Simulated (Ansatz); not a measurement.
# AsH3 + SiH3 radical: a complex and its separated parts

The complex below is one end of an elementary step. How strongly is it bound against its free parts?

The runs use Ansatz 0.2.0, Gaussian basis; PBE0-D4/def2-TZVP structures, single points in def2-TZVPP, no counterpoise correction.

Levels: SPW92, PBE-D4, BLYP-D4, r2SCAN-D4, B97M-V, PBE0-D4, B3LYP-D4, r2SCAN0-D4, BHLYP-D4, CAM-B3LYP-D4, wB97X-V, wB97M-V, B2PLYP, PBE-QIDH, RPA on PBE, Hartree-Fock, MP2, CCSD, CCSD(T).

Cores are frozen in the correlated methods. Filled d shells of the heavier atoms are correlated. Orbitals are unrestricted. B3LYP uses VWN-RPA correlation. B2PLYP carries no dispersion term here.

94 further runs of the same task are left out: 94 set aside as unsound or not needed.

## (1) The system as given

The complex: 8 atoms, charge 0, spin multiplicity 2.

Atoms are counted from 1 here; the program's logs count them from 0.

Bond lengths: H1–As2 1.528 Å, As2–H4 1.522 Å, As2–H5 1.522 Å, Si3–H6 1.486 Å, Si3–H7 1.486 Å, Si3–H8 1.488 Å. Angles: H1–As2–H4 91.9°, H1–As2–H5 91.8°, H4–As2–H5 92.0°, H6–Si3–H7 111.2°, H6–Si3–H8 111.0°, H7–Si3–H8 111.0°.

Coordinates:

```xyz
8
AsH6Si
H    -1.1511   -0.2570   -0.8609
As   -1.8871    1.0624   -1.0906
Si    1.1083   -1.1358    0.5487
H    -1.7526    1.4499    0.3750
H    -0.5932    1.7769   -1.4526
H     0.4150   -0.5868    1.7424
H     1.8313   -0.0688   -0.1901
H     2.0294   -2.2409    0.9280
```

Its parts: AsH3 holds atoms 1, 2, 4, 5; SiH3 radical holds atoms 3, 6, 7, 8. Each part counts its atoms afresh in its own runs.

## (2) Relaxing AsH3 alone

Input file relax-a/in.yaml:

```yaml
crystal:
  periodic: [false, false, false]
  atoms:
    - {symbol: H, position_ang: [-1.151113, -0.256978, -0.860939]}
    - {symbol: As, position_ang: [-1.887135, 1.062390, -1.090601]}
    - {symbol: H, position_ang: [-1.752616, 1.449901, 0.375033]}
    - {symbol: H, position_ang: [-0.593199, 1.776940, -1.452581]}
basis:
  gaussian: {orbitals: def2-TZVP}
hamiltonian: {xc: pbe0, dispersion: d4}
relax: {f_tol: 0.005, max_steps: 200}
```

The run is started by

```sh
ansatz run in.yaml --threads 4 --pin off --events-out ev --progress --plain --max-ram 9574MiB
```

Output, shortened:

```text
Functional definition: PBE0
  name "PBE0"
  cite "Adamo & Barone, J. Chem. Phys. 110, 6158 (1999) doi:10.1063/1.478522"
  cite "Perdew, Burke & Ernzerhof, Phys. Rev. Lett. 77, 3865 (1996) doi:10.1103/PhysRevLett.77.3865"
  parent pbe
[...]
555 factors; their error is unknown
[...]
mean field -60882.34358039 eV, -2237.3848590448 hartree, gradient 5.5e-5 eV, S^2 0.000000; 0 other end points of the search recorded, 0 dependent functions left out
[...]
reference -60882.34360187 eV, -2237.3848598340 hartree; 18, 18 occupied and 48, 48 virtual orbitals, 555 factors
[...]
555 factors; their error is unknown
[...]
mean field -60882.34396865 eV, -2237.3848733131 hartree, gradient 7.8e-6 eV, S^2 0.000000; 1 other end points of the search recorded, 0 dependent functions left out
[...]
reference -60882.34399011 eV, -2237.3848741015 hartree; 18, 18 occupied and 48, 48 virtual orbitals, 555 factors
Total energy: -60882.37107169 eV, -2237.3858693312 hartree
Atom 0 at    -1.152799    -0.254035    -0.861247 Å, force    -0.000495    -0.003121     0.000365 eV/Å
Atom 1 at    -1.885323     1.059821    -1.089978 Å, force     0.000513     0.000293    -0.000353 eV/Å
Atom 2 at    -1.752718     1.449544     0.374953 Å, force     0.000297     0.000714    -0.000158 eV/Å
Atom 3 at    -0.593223     1.776923    -1.452815 Å, force    -0.000315     0.002114     0.000147 eV/Å
Dipole moment:     0.060276    -0.005757     0.037236 e Å
```

Run time: 2.1 s. Hardware: 4 threads of Arm Neoverse V1, shared host.

The steps of the relaxation:

| step | energy from step 1 (eV) | largest force component (eV/Å) |
| --- | --- | --- |
| 1 | 0.0000 | 0.1019 |
| 2 | -0.0004 | 0.0169 |
| 3 | -0.0004 | 0.0031 |

Close pairs (by a distance rule), those that changed most:

| bond | before (Å) | after (Å) | change (Å) |
| --- | --- | --- | --- |
| H1–As2 | 1.528 | 1.522 | -0.007 |
| As2–H3 | 1.522 | 1.522 | -0.000 |
| As2–H4 | 1.522 | 1.522 | -0.000 |

## (3) Relaxing SiH3 radical alone

Input file relax-b/in.yaml:

```yaml
crystal:
  periodic: [false, false, false]
  atoms:
    - {symbol: Si, position_ang: [1.108322, -1.135819, 0.548717]}
    - {symbol: H, position_ang: [0.415041, -0.586764, 1.742405]}
    - {symbol: H, position_ang: [1.831261, -0.068805, -0.190147]}
    - {symbol: H, position_ang: [2.029441, -2.240863, 0.928014]}
basis:
  gaussian: {orbitals: def2-TZVP}
magnetization: {spin_polarized: true, initial_magnetization: 1}
hamiltonian: {xc: pbe0, dispersion: d4}
relax: {f_tol: 0.005, max_steps: 200}
```

The run is started by

```sh
ansatz run in.yaml --threads 4 --pin off --events-out ev --progress --plain --max-ram 9574MiB
```

Output, shortened:

```text
[... 5 set-up lines as earlier in the session ...]
[...]
400 factors; their error is unknown
[...]
mean field -7921.47165953 eV, -291.1087141215 hartree, gradient 2.1e-5 eV, S^2 0.752977; 0 other end points of the search recorded, 0 dependent functions left out
[...]
Total energy: -7921.49978878 eV, -291.1097478523 hartree
Atom 0 at     1.110843    -1.135800     0.550667 Å, force    -0.000215     0.000085    -0.000160 eV/Å
Atom 1 at     0.413617    -0.586302     1.742323 Å, force    -0.000087     0.000107     0.000125 eV/Å
Atom 2 at     1.830671    -0.068266    -0.191178 Å, force     0.000045     0.000163    -0.000073 eV/Å
Atom 3 at     2.028934    -2.241882     0.927176 Å, force     0.000257    -0.000355     0.000107 eV/Å
Dipole moment:    -0.004673    -0.002536    -0.004103 e Å
```

Wall time 1.2 s (4 threads of Arm Neoverse V1, shared host).

The steps of the relaxation:

| step | energy from step 1 (eV) | largest force component (eV/Å) |
| --- | --- | --- |
| 1 | 0.0000 | 0.0347 |
| 2 | -0.0001 | 0.0094 |
| 3 | -0.0001 | 0.0004 |

Distances of close pairs at the start and the end, largest changes first:

| bond | before (Å) | after (Å) | change (Å) |
| --- | --- | --- | --- |
| Si1–H4 | 1.488 | 1.486 | -0.002 |
| Si1–H2 | 1.486 | 1.486 | +0.000 |
| Si1–H3 | 1.486 | 1.486 | +0.000 |

## (4) SPW92/def2-TZVPP

Input file parta/in.yaml:

```yaml
crystal:
  periodic: [false, false, false]
  atoms:
    - {symbol: H, position_ang: [-1.152799, -0.254035, -0.861247]}
    - {symbol: As, position_ang: [-1.885323, 1.059821, -1.089978]}
    - {symbol: H, position_ang: [-1.752718, 1.449544, 0.374953]}
    - {symbol: H, position_ang: [-0.593223, 1.776923, -1.452815]}
basis:
  gaussian: {orbitals: def2-TZVPP}
hamiltonian: {xc: lda}
```

Input file partb/in.yaml:

```yaml
crystal:
  periodic: [false, false, false]
  atoms:
    - {symbol: Si, position_ang: [1.110843, -1.135800, 0.550667]}
    - {symbol: H, position_ang: [0.413617, -0.586302, 1.742323]}
    - {symbol: H, position_ang: [1.830671, -0.068266, -0.191178]}
    - {symbol: H, position_ang: [2.028934, -2.241882, 0.927176]}
basis:
  gaussian: {orbitals: def2-TZVPP}
magnetization: {spin_polarized: true, initial_magnetization: 1}
hamiltonian: {xc: lda}
```

One command serves all of them, each in its own folder.

The run is started by

```sh
ansatz run in.yaml --threads 4 --pin off --events-out ev --progress --plain --max-ram 9574MiB
```

Log of parta, shortened:

```text
Functional definition: SPW92
  name "SPW92"
  cite "Dirac, Proc. Camb. Phil. Soc. 26, 376 (1930) doi:10.1017/S0305004100016108"
  cite "Slater, Phys. Rev. 81, 385 (1951) doi:10.1103/PhysRev.81.385"
  cite "Perdew & Wang, Phys. Rev. B 45, 13244 (1992) doi:10.1103/PhysRevB.45.13244"
[...]
550 factors; their error is unknown
[...]
mean field -60799.40256970 eV, -2234.3368331213 hartree, gradient 2.8e-5 eV, S^2 0.000000; 0 other end points of the search recorded, 0 dependent functions left out
reference -60799.40259727 eV, -2234.3368341345 hartree; 18, 18 occupied and 72, 72 virtual orbitals, 550 factors
Total energy: -60799.40259727 eV, -2234.3368341345 hartree
```

Output in partb, shortened:

```text
[... 5 set-up lines as earlier in the session ...]
[...]
465 factors; their error is unknown
[...]
mean field -7892.14776062 eV, -290.0310807128 hartree, gradient 4.9e-6 eV, S^2 0.751578; 0 other end points of the search recorded, 0 dependent functions left out
reference -7892.14779104 eV, -290.0310818310 hartree; 9, 8 occupied and 75, 76 virtual orbitals, 465 factors
Total energy: -7892.14779104 eV, -290.0310818310 hartree
```

Wall times: 0.85 s (parta), 0.6 s (partb) on 4 threads of Arm Neoverse V1, shared host.

## (5) PBE-D4/def2-TZVPP

Each input of step 4 (parta, partb) changes in the same lines:

```diff
-hamiltonian: {xc: lda}
+hamiltonian: {xc: pbe, dispersion: d4}
```

The same command starts each run, in its folder.

The run is started by

```sh
ansatz run in.yaml --threads 4 --pin off --events-out ev --progress --plain --max-ram 9574MiB
```

Log of parta, shortened:

```text
Functional definition: PBE
  name "PBE"
[... 2 set-up lines as earlier in the session ...]
[...]
550 factors; their error is unknown
[...]
mean field -60880.50689210 eV, -2237.3173619951 hartree, gradient 2.8e-5 eV, S^2 0.000000; 0 other end points of the search recorded, 0 dependent functions left out
reference -60880.50692144 eV, -2237.3173630733 hartree; 18, 18 occupied and 72, 72 virtual orbitals, 550 factors
Total energy: -60880.54014321 eV, -2237.3185839508 hartree
```

Log of partb, shortened:

```text
[... 4 set-up lines as earlier in the session ...]
[...]
465 factors; their error is unknown
[...]
mean field -7920.60646155 eV, -291.0769186819 hartree, gradient 7.4e-5 eV, S^2 0.752840; 0 other end points of the search recorded, 0 dependent functions left out
reference -7920.60649636 eV, -291.0769199614 hartree; 9, 8 occupied and 75, 76 virtual orbitals, 465 factors
Total energy: -7920.64082019 eV, -291.0781813389 hartree
```

They took 0.7 s (parta), 0.5 s (partb) on 4 threads of Arm Neoverse V1, shared host.

## (6) BLYP-D4/def2-TZVPP

Each input of step 5 (parta, partb) changes in the same lines:

```diff
-hamiltonian: {xc: pbe, dispersion: d4}
+hamiltonian: {xc: {name: BLYP}, dispersion: d4}
```

One command serves all of them, each in its own folder.

The run is started by

```sh
ansatz run in.yaml --threads 4 --pin off --events-out ev --progress --plain --max-ram 9574MiB
```

Output in parta, shortened:

```text
Functional definition: BLYP
  name "BLYP"
  cite "Becke, Phys. Rev. A 38, 3098 (1988) doi:10.1103/PhysRevA.38.3098"
  cite "Lee, Yang & Parr, Phys. Rev. B 37, 785 (1988) doi:10.1103/PhysRevB.37.785"
[...]
550 factors; their error is unknown
[...]
mean field -60891.01596799 eV, -2237.7035634107 hartree, gradient 2.1e-5 eV, S^2 0.000000; 0 other end points of the search recorded, 0 dependent functions left out
reference -60891.01623396 eV, -2237.7035731847 hartree; 18, 18 occupied and 72, 72 virtual orbitals, 550 factors
Total energy: -60891.09389414 eV, -2237.7064271438 hartree
```

Log of partb, shortened:

```text
[... 4 set-up lines as earlier in the session ...]
[...]
465 factors; their error is unknown
[...]
mean field -7924.73082914 eV, -291.2284863955 hartree, gradient 7.4e-5 eV, S^2 0.751791; 0 other end points of the search recorded, 0 dependent functions left out
reference -7924.73110005 eV, -291.2284963511 hartree; 9, 8 occupied and 75, 76 virtual orbitals, 465 factors
Total energy: -7924.81106489 eV, -291.2314350048 hartree
```

They took 0.8 s (parta), 0.9 s (partb) on 4 threads of Arm Neoverse V1, shared host.

## (7) r2SCAN-D4/def2-TZVPP

The same edit goes into each in.yaml of step 6 (parta, partb):

```diff
-hamiltonian: {xc: {name: BLYP}, dispersion: d4}
+hamiltonian: {xc: r2scan, dispersion: d4}
```

The same command starts each run, in its folder.

The run is started by

```sh
ansatz run in.yaml --threads 4 --pin off --events-out ev --progress --plain --max-ram 9574MiB
```

parta printed, shortened:

```text
Functional definition: r2SCAN
  name "r2SCAN"
  cite "Furness, Kaplan, Ning, Perdew & Sun, J. Phys. Chem. Lett. 11, 8208 (2020) doi:10.1021/acs.jpclett.0c02405"
  cite "Furness, Kaplan, Ning, Perdew & Sun, J. Phys. Chem. Lett. 11, 9248 (2020) doi:10.1021/acs.jpclett.0c03077"
  parent r2scan
[...]
550 factors; their error is unknown
[...]
mean field -60889.55771761 eV, -2237.6499736975 hartree, gradient 2.0e-5 eV, S^2 0.000000; 0 other end points of the search recorded, 0 dependent functions left out
reference -60889.55772542 eV, -2237.6499739846 hartree; 18, 18 occupied and 72, 72 virtual orbitals, 550 factors
Total energy: -60889.56497055 eV, -2237.6502402381 hartree
```

Log of partb, shortened:

```text
[... 5 set-up lines as earlier in the session ...]
[...]
465 factors; their error is unknown
[...]
mean field -7924.16092664 eV, -291.2075428650 hartree, gradient 2.4e-5 eV, S^2 0.755282; 0 other end points of the search recorded, 0 dependent functions left out
reference -7924.16093929 eV, -291.2075433297 hartree; 9, 8 occupied and 75, 76 virtual orbitals, 465 factors
Total energy: -7924.16853670 eV, -291.2078225294 hartree
```

They took 1.6 s (parta), 1.4 s (partb) on 4 threads of Arm Neoverse V1, shared host.

## (8) B97M-V/def2-TZVPP

The same edit goes into each in.yaml of step 7 (parta, partb):

```diff
-hamiltonian: {xc: r2scan, dispersion: d4}
+hamiltonian: {xc: {name: B97M-V}}
```

Each run has its own folder and the same command.

The run is started by

```sh
ansatz run in.yaml --threads 4 --pin off --events-out ev --progress --plain --max-ram 9574MiB
```

Output in parta, shortened:

```text
Functional definition: B97M-V
  name "B97M-V"
  cite "Mardirossian & Head-Gordon, J. Chem. Phys. 142, 074111 (2015) doi:10.1063/1.4907719"
  cite "Becke, J. Chem. Phys. 107, 8554 (1997) doi:10.1063/1.475007"
  cite "Vydrov & Van Voorhis, J. Chem. Phys. 133, 244103 (2010) doi:10.1063/1.3521275"
  # Of w^i u^j: cxij and so on, Table III.
[...]
  gx(w, u) = cx00 + cx01*u + cx02*u^2 + (cx10 + cx11*u)*w
[...]
  gos(w, u) = cos00 + cos01*u + cos03*u^3 + cos10*w + cos32*w^3*u^2
[...]
      + integral(e_c_pw_mod_opposite_spin*gos(b97_w_opposite, b97_u_opposite)) + vv10(b, c)
550 factors; their error is unknown
[...]
mean field -60878.67491218 eV, -2237.2500379745 hartree, gradient 3.0e-5 eV, S^2 0.000000; 0 other end points of the search recorded, 0 dependent functions left out
reference -60878.67495155 eV, -2237.2500394213 hartree; 18, 18 occupied and 72, 72 virtual orbitals, 550 factors
Total energy: -60878.67495155 eV, -2237.2500394213 hartree
```

partb printed, shortened:

```text
[... 5 set-up lines as earlier in the session ...]
  # Of w^i u^j: cxij and so on, Table III.
[...]
  gx(w, u) = cx00 + cx01*u + cx02*u^2 + (cx10 + cx11*u)*w
[...]
  gos(w, u) = cos00 + cos01*u + cos03*u^3 + cos10*w + cos32*w^3*u^2
[...]
      + integral(e_c_pw_mod_opposite_spin*gos(b97_w_opposite, b97_u_opposite)) + vv10(b, c)
465 factors; their error is unknown
[...]
mean field -7922.83472223 eV, -291.1588057516 hartree, gradient 4.1e-5 eV, S^2 0.753685; 0 other end points of the search recorded, 0 dependent functions left out
reference -7922.83477284 eV, -291.1588076116 hartree; 9, 8 occupied and 75, 76 virtual orbitals, 465 factors
Total energy: -7922.83477284 eV, -291.1588076116 hartree
```

They took 2.1 s (parta), 2.1 s (partb) on 4 threads of Arm Neoverse V1, shared host.

## (9) PBE0-D4/def2-TZVPP

Each input of step 8 (parta, partb) changes in the same lines:

```diff
-hamiltonian: {xc: {name: B97M-V}}
+hamiltonian: {xc: pbe0, dispersion: d4}
+output: {orbitals: {seedname: orbitals}}
```

The same command starts each run, in its folder.

The run is started by

```sh
ansatz run in.yaml --threads 4 --pin off --events-out ev --progress --plain --max-ram 9574MiB
```

Output in parta, shortened:

```text
[... 5 set-up lines as earlier in the session ...]
[...]
600 factors; their error is unknown
[...]
mean field -60882.36469067 eV, -2237.3856348330 hartree, gradient 3.0e-5 eV, S^2 0.000000; 0 other end points of the search recorded, 0 dependent functions left out
reference -60882.36471260 eV, -2237.3856356392 hartree; 18, 18 occupied and 72, 72 virtual orbitals, 600 factors
Total energy: -60882.39179418 eV, -2237.3866308689 hartree
```

Log of partb, shortened:

```text
[... 5 set-up lines as earlier in the session ...]
[...]
468 factors; their error is unknown
[...]
mean field -7921.48682900 eV, -291.1092715892 hartree, gradient 2.7e-5 eV, S^2 0.753054; 0 other end points of the search recorded, 0 dependent functions left out
reference -7921.48685532 eV, -291.1092725565 hartree; 9, 8 occupied and 75, 76 virtual orbitals, 468 factors
Total energy: -7921.51487537 eV, -291.1103022741 hartree
```

Wall times: 1.6 s (parta), 1 s (partb) on 4 threads of Arm Neoverse V1, shared host.

## (10) B3LYP-D4/def2-TZVPP

The same edit goes into each in.yaml of step 9 (parta, partb):

```diff
-hamiltonian: {xc: pbe0, dispersion: d4}
-output: {orbitals: {seedname: orbitals}}
+hamiltonian: {xc: {name: B3LYP}, dispersion: d4}
```

The same command starts each run, in its folder.

The run is started by

```sh
ansatz run in.yaml --threads 4 --pin off --events-out ev --progress --plain --max-ram 9574MiB
```

parta printed, shortened:

```text
Functional definition: B3LYP
  name "B3LYP"
  cite "Stephens, Devlin, Chabalowski & Frisch, J. Phys. Chem. 98, 11623 (1994) doi:10.1021/j100096a001"
[... 2 set-up lines as earlier in the session ...]
  cite "Vosko, Wilk & Nusair, Can. J. Phys. 58, 1200 (1980) doi:10.1139/p80-159"
[...]
593 factors; their error is unknown
[...]
mean field -60891.22394943 eV, -2237.7112065874 hartree, gradient 3.2e-5 eV, S^2 0.000000; 0 other end points of the search recorded, 0 dependent functions left out
reference -60891.22414821 eV, -2237.7112138924 hartree; 18, 18 occupied and 72, 72 virtual orbitals, 593 factors
Total energy: -60891.27846918 eV, -2237.7132101514 hartree
```

partb printed, shortened:

```text
[... 6 set-up lines as earlier in the session ...]
[...]
468 factors; their error is unknown
[...]
mean field -7925.67559810 eV, -291.2632060143 hartree, gradient 7.3e-5 eV, S^2 0.751952; 0 other end points of the search recorded, 0 dependent functions left out
reference -7925.67580094 eV, -291.2632134684 hartree; 9, 8 occupied and 75, 76 virtual orbitals, 468 factors
Total energy: -7925.73175624 eV, -291.2652697879 hartree
```

They took 1 s (parta), 0.8 s (partb) on 4 threads of Arm Neoverse V1, shared host.

## (11) r2SCAN0-D4/def2-TZVPP

The same edit goes into each in.yaml of step 10 (parta, partb):

```diff
-hamiltonian: {xc: {name: B3LYP}, dispersion: d4}
+hamiltonian: {xc: {name: r2SCAN0}, dispersion: d4}
```

The same command starts each run, in its folder.

The run is started by

```sh
ansatz run in.yaml --threads 4 --pin off --events-out ev --progress --plain --max-ram 9574MiB
```

parta printed, shortened:

```text
Functional definition: r2SCAN0
  name "r2SCAN0"
  cite "Bursch, Neugebauer, Ehlert & Grimme, J. Chem. Phys. 156, 134105 (2022) doi:10.1063/5.0086040"
[... 3 set-up lines as earlier in the session ...]
[...]
600 factors; their error is unknown
[...]
mean field -60889.18232576 eV, -2237.6361783016 hartree, gradient 2.3e-5 eV, S^2 0.000000; 0 other end points of the search recorded, 0 dependent functions left out
reference -60889.18233197 eV, -2237.6361785296 hartree; 18, 18 occupied and 72, 72 virtual orbitals, 600 factors
Total energy: -60889.19081446 eV, -2237.6364902555 hartree
```

Output in partb, shortened:

```text
[... 6 set-up lines as earlier in the session ...]
[...]
468 factors; their error is unknown
[...]
mean field -7924.07970195 eV, -291.2045579125 hartree, gradient 4.7e-5 eV, S^2 0.754661; 0 other end points of the search recorded, 0 dependent functions left out
reference -7924.07971189 eV, -291.2045582778 hartree; 9, 8 occupied and 75, 76 virtual orbitals, 468 factors
Total energy: -7924.08856851 eV, -291.2048837527 hartree
```

They took 1.1 s (parta), 1.4 s (partb) on 4 threads of Arm Neoverse V1, shared host.

## (12) BHLYP-D4/def2-TZVPP

The same edit goes into each in.yaml of step 11 (parta, partb):

```diff
-hamiltonian: {xc: {name: r2SCAN0}, dispersion: d4}
+hamiltonian: {xc: {name: BHLYP}, dispersion: d4}
```

Each run has its own folder and the same command.

The run is started by

```sh
ansatz run in.yaml --threads 4 --pin off --events-out ev --progress --plain --max-ram 9574MiB
```

parta printed, shortened:

```text
Functional definition: BHLYP
  name "BHLYP"
  cite "Becke, J. Chem. Phys. 98, 1372 (1993) doi:10.1063/1.464304"
[... 2 set-up lines as earlier in the session ...]
[...]
635 factors; their error is unknown
[...]
mean field -60889.36593397 eV, -2237.6429257790 hartree, gradient 1.1e-5 eV, S^2 0.000000; 0 other end points of the search recorded, 0 dependent functions left out
reference -60889.36606910 eV, -2237.6429307446 hartree; 18, 18 occupied and 72, 72 virtual orbitals, 635 factors
Total energy: -60889.40464180 eV, -2237.6443482654 hartree
```

Output in partb, shortened:

```text
[... 5 set-up lines as earlier in the session ...]
[...]
487 factors; their error is unknown
[...]
mean field -7924.93212478 eV, -291.2358838737 hartree, gradient 6.2e-5 eV, S^2 0.752286; 0 other end points of the search recorded, 0 dependent functions left out
reference -7924.93226201 eV, -291.2358889168 hartree; 9, 8 occupied and 75, 76 virtual orbitals, 487 factors
Total energy: -7924.97164699 eV, -291.2373362883 hartree
```

Wall times: 1 s (parta), 1.1 s (partb) on 4 threads of Arm Neoverse V1, shared host.

(Part 1 of 2 ends here.)
